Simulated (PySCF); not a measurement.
# LaCl3(H2O): other functionals and bases at one geometry

An exercise on one series of results from a longer session: the logs are not shown, and one member is left open.

The runs use PySCF 2.14.0; several levels, as the steps say, no spin–orbit coupling.

1 further run of the same task is left out (for a known fault of the program).

## The system as given

7 atoms, charge 0, spin multiplicity 1.

Bond lengths: La1–Cl2 2.626 Å, La1–Cl3 2.618 Å, La1–Cl4 2.626 Å, La1–O5 2.531 Å, O5–H6 0.967 Å, O5–H7 0.967 Å. Angles: Cl2–La1–Cl3 118.5°, Cl2–La1–Cl4 121.1°, Cl2–La1–O5 91.2°, Cl3–La1–Cl4 118.5°, Cl3–La1–O5 101.9°, Cl4–La1–O5 91.2°, La1–O5–H6 125.7°, La1–O5–H7 125.7°, H6–O5–H7 106.9°.

Geometry (Å):

```
La   -0.0037   -0.0810    0.0810
Cl    1.1026    2.0073    1.2264
Cl   -1.8404   -1.4005    1.4005
Cl    1.1026   -1.2264   -2.0073
O    -1.4040    1.4097   -1.4097
H    -1.6202    2.3360   -1.2381
H    -1.6202    1.2381   -2.3360
```

Formal oxidation states: La +3. The 4f shell is empty and lies in the core potential. An earlier session relaxed this geometry at PBE0, La lcecp-1-SVP with ECP46, Cl def2-SVP, O def2-SVP, H def2-SVP (singlet, point group Cs).

At PBE0 on the finer grid: E = -1487.892227 Eh, HOMO -8.34 eV, LUMO -1.54 eV, Mulliken charge on La1 +0.96 e, largest force component 0.019 eV/Å. The large-core potential holds the 4f shell empty.

Levels to run: M06-L; TPSS; PBE0, TZVP. Hardware: 2 threads of Arm Neoverse V1, shared host.

Set-up of the first run:

Input file run.py (the lines that set the calculation):

```python
mol = gto.M(atom='''
La    -0.00375    -0.08100     0.08100
Cl     1.10264     2.00731     1.22637
Cl    -1.84037    -1.40055     1.40055
Cl     1.10264    -1.22637    -2.00731
O     -1.40404     1.40968    -1.40968
H     -1.62021     2.33601    -1.23811
H     -1.62021     1.23811    -2.33601''',
    basis={'La': 'lcecp-1-SVP', 'Cl': 'def2-SVP', 'O': 'def2-SVP', 'H': 'def2-SVP'},
    ecp={'La': 'lcecp-1-SVP'},
    charge=0, spin=0)
mf = dft.RKS(mol, xc='M06L')
mf.grids.atom_grid = (75, 302)  # f atoms: unpruned, at least (60, 302)
mf = mf.density_fit()  # fitting sets: La AutoAux, Cl def2-universal-JKFIT, O def2-universal-JKFIT, H def2-universal-JKFIT
mf.conv_tol = 1e-08; mf.max_cycle = 55
mf.kernel(dm0)  # dm0: the density of the relaxed state
```

Launch:

```sh
OMP_NUM_THREADS=2 python run.py
```

Among the steps run: M06-L; TPSS; PBE0, TZVP.

One table of the session follows, with a row left open; its other results are not shown here.

| level | HOMO (eV) | gap (eV) | charge on La1 (e) | dipole (D) | largest force component (eV/Å) |
| --- | --- | --- | --- | --- | --- |
| PBE0 (relaxed here) | -8.34 | 6.79 | 0.96 | 5.29 | 0.02 |
| M06-L | -7.20 | 5.59 | 1.19 | 5.23 | 0.18 |
| TPSS | ? | ? | ? | ? | ? |
| PBE0, TZVP | -8.45 | 6.76 | 1.43 | 5.21 | 0.25 |

**Question.** Estimate the row for TPSS.

As computed: HOMO (eV): -7.09; gap (eV): 5.04; charge on La1 (e): 0.90; dipole (D): 5.26; largest force component (eV/Å): 0.44. In the column «HOMO (eV)» it is the highest.

In one basis the HOMO–LUMO gap runs from 5.04 eV (TPSS) to 6.79 eV (PBE0). The largest leftover force, 0.44 eV/Å with TPSS, stands at a geometry relaxed at another level. With 4f in the core, its levels are missing from HOMO and gap, and its count is fixed, so no charge can pass from the ligands into it. Total energies of different levels can't be compared.
